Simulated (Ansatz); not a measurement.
# Au: the cost of one run

Program: Ansatz 0.2.0. Level of theory: DFT PBEsol, scalar-relativistic, plane waves, PAW. These are calculated values, not measurements.

**1. Starting point**

Symmetry: I4/mmm, No. 139, tetragonal system. Conventional cell: a = 2.901 Å, b = 2.901 Å, c = 4.045 Å, α = 90.00°, β = 90.00°, γ = 90.00°. Around Au (site symmetry 4/mmm) lie 12 Au at 2.88 to 2.90 Å.

Coordinates:

```cif
data_structure
_symmetry_space_group_name_H-M 'P 1'
_symmetry_Int_Tables_number 1
_cell_length_a 2.8994
_cell_length_b 2.9031
_cell_length_c 4.0448
_cell_angle_alpha 90.000
_cell_angle_beta 90.000
_cell_angle_gamma 89.993
_cell_volume 34.05
loop_
_atom_site_label
_atom_site_type_symbol
_atom_site_fract_x
_atom_site_fract_y
_atom_site_fract_z
_atom_site_occupancy
Au1 Au 0.25000 0.25000 0.75000 1
Au2 Au 0.75000 0.75000 0.25000 1
```

It goes back to an entry of the Materials Project, which need not be the stable form.

This cell was relaxed beforehand with the same method: volume 17.02 Å³/atom, gap on the mesh none (metal).

**2. The cell as listed, for comparison**

File input.yaml:

```yaml
crystal:
  lattice:
    - [2.8154890579, 0.0, 0.0]
    - [-0.0129553469, 2.8201795887, 0.0]
    - [-1.1378916452, -1.1854109603, 4.9240140333]
  atoms:
    - { symbol: Au, position: [0.327138, 0.334038, 0.725945] }
    - { symbol: Au, position: [0.672862, 0.665962, 0.274055] }
basis:
  ecutwfc: 420
kpoints:
  mp_grid: { grid: [16, 16, 8] }
hamiltonian:
  xc: pbesol
scf:
  occupations: { method: gaussian, width: 0.1 }
output:
  forces: true
  stress: true
  eigenvalues: true
  populations: true
```

Launch:

```sh
$ ansatz run input.yaml --threads 1 --pin off --max-ram 2560MiB --backend cpu --events-out ev --progress --plain --runs-dir out
```

**Question.** How long does this run take on 1 thread of Intel Xeon Platinum 8375C at 2.90GHz (Ice Lake), shared host, and how much memory does it need?

About 44 s, with a peak of 0.9 GiB.
